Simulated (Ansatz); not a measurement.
**C4HF5: small, medium and large basis sets**

An exercise on one series of results from a longer session: the logs are not shown, and one member is left open.

Program: Ansatz 0.2.0, Gaussian basis. Level of theory: one geometry, several basis sets. These are calculated values, not measurements.

Plan: PBE0-D4/def2-SVP; ωB97M-V/def2-SVP; PBE0-D4/def2-QZVPP; ωB97M-V/def2-QZVPP; the functionals' def2-TZVPP values are taken from earlier runs.

## Structure used throughout

An earlier PBE0-D4 in a triple-zeta def2 set relaxation fixed the geometry.

10 atoms, charge 0, spin multiplicity 1.

Atoms are counted from 1 here; the program's logs count them from 0.

Bond lengths: F1–C2 1.304 Å, C2–C3 1.333 Å, C2–C8 1.494 Å, C3–F4 1.305 Å, C3–C5 1.493 Å, C5–F6 1.340 Å, C5–F7 1.349 Å, C5–C8 1.560 Å, C8–F9 1.363 Å, C8–H10 1.093 Å. Angles: F1–C2–C3 134.6°, F1–C2–C8 129.9°, C3–C2–C8 95.4°, C2–C3–F4 135.4°, C2–C3–C5 93.3°, F4–C3–C5 131.2°, C3–C5–F6 117.2°, C3–C5–F7 115.8°, C3–C5–C8 86.6°, F6–C5–F7 107.2°, F6–C5–C8 114.3°, F7–C5–C8 115.0°, C2–C8–C5 84.7°, C2–C8–F9 115.7°, C2–C8–H10 117.3°, C5–C8–F9 114.5°, C5–C8–H10 114.2°, F9–C8–H10 109.0°.

The first run:

Contents of in.yaml:

```yaml
crystal:
  periodic: [false, false, false]
  atoms:
    - {symbol: F, position_ang: [-1.418847, -1.887771, 0.580140]}
    - {symbol: C, position_ang: [-0.707166, -0.824179, 0.327320]}
    - {symbol: C, position_ang: [-0.685600, 0.422217, 0.799680]}
    - {symbol: F, position_ang: [-1.328431, 1.074972, 1.728971]}
    - {symbol: C, position_ang: [0.457729, 0.824927, -0.072137]}
    - {symbol: F, position_ang: [0.218165, 1.753842, -1.007933]}
    - {symbol: F, position_ang: [1.586019, 1.188960, 0.571363]}
    - {symbol: C, position_ang: [0.445907, -0.641781, -0.604397]}
    - {symbol: F, position_ang: [0.157498, -0.758507, -1.931565]}
    - {symbol: H, position_ang: [1.357826, -1.203781, -0.388542]}
basis:
  gaussian: {orbitals: def2-SVP}
hamiltonian: {xc: pbe0, dispersion: d4}
output: {orbitals: {seedname: orbitals}}
```

The run is started by

```bash
> ansatz run in.yaml --threads 4 --pin off --events-out ev --progress --plain --max-ram 11315MiB
```

Steps of the session up to this table: PBE0-D4 in def2-SVP; ωB97M-V in def2-SVP; PBE0-D4 in def2-QZVPP; ωB97M-V in def2-QZVPP.

One table of the session follows, with a row left open; its other results are not shown here.

It belongs to the step «Functionals by basis». 

```
functional       basis  HOMO (eV)
   PBE0-D4    def2-SVP      -8.55
   PBE0-D4  def2-TZVPP      -8.66
   PBE0-D4  def2-QZVPP          ?
   ωB97M-V    def2-SVP     -10.73
   ωB97M-V  def2-TZVPP     -10.88
   ωB97M-V  def2-QZVPP     -10.94
```

**Question.** Estimate the row for PBE0-D4, def2-QZVPP.

The run gave: HOMO (eV): -8.72. In the column «HOMO (eV)» it lies between ωB97M-V, def2-SVP (-10.73) and PBE0-D4, def2-TZVPP (-8.66).
